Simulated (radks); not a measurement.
# C⁺ in [He] 2s2 2p1: an all-electron calculation

One table from this session's results is given with a row withheld; the runs are named, their logs left out.

The numbers are computed with radks (a radial shooting solver on a logarithmic mesh, Libxc functionals) version 1 (non-relativistic Kohn-Sham, B86b exchange with PBE correlation, spin-polarised, spherical densities, point nucleus; open shells are filled with parallel spins first), except any that are marked as measured or tabulated.

## The atom as given

| Property | Result |
| --- | --- |
| element | carbon (Z = 6) |
| charge | +1 |
| electrons | 5 |
| configuration | [He] 2s2 2p1 |

The outer shells:

C⁺
```
[He] core
2s [↑↓]
2p [↑ ][  ][  ]
```

The first run:

Input:

```text
Z 6
configuration [He] 2s2 2p1 3s0 3p0
relativity non-relativistic
functional b86_mgc,pbe
spin polarised
nucleus point
```

One of the session's tables, all rows but one given; the rest of the session is left out.

It belongs to the step «Radial structure». Sizes of the orbitals, from the radial functions (bohr):

| level | <r> | outermost maximum (interpolated) | 90 % within |
| --- | --- | --- | --- |
| 1s up | ? | ? | ? |
| 1s down | 0.2704 | 0.174 | 0.485 |
| 2s up | 1.453 | 1.17 | 2.28 |
| 2s down | 1.475 | 1.18 | 2.33 |
| 2p up | 1.484 | 1.10 | 2.47 |
| 2p down | 1.526 | 1.12 | 2.56 |

Estimate the missing values for 1s up.

**Answer.** <r>: 0.2708; outermost maximum (interpolated): 0.174; 90 % within: 0.486. In the column «<r>» it lies between 1s down (0.2704) and 2s up (1.453).

To keep in mind: Open shells are spherical and high-spin; term and fine-structure splittings are not resolved.
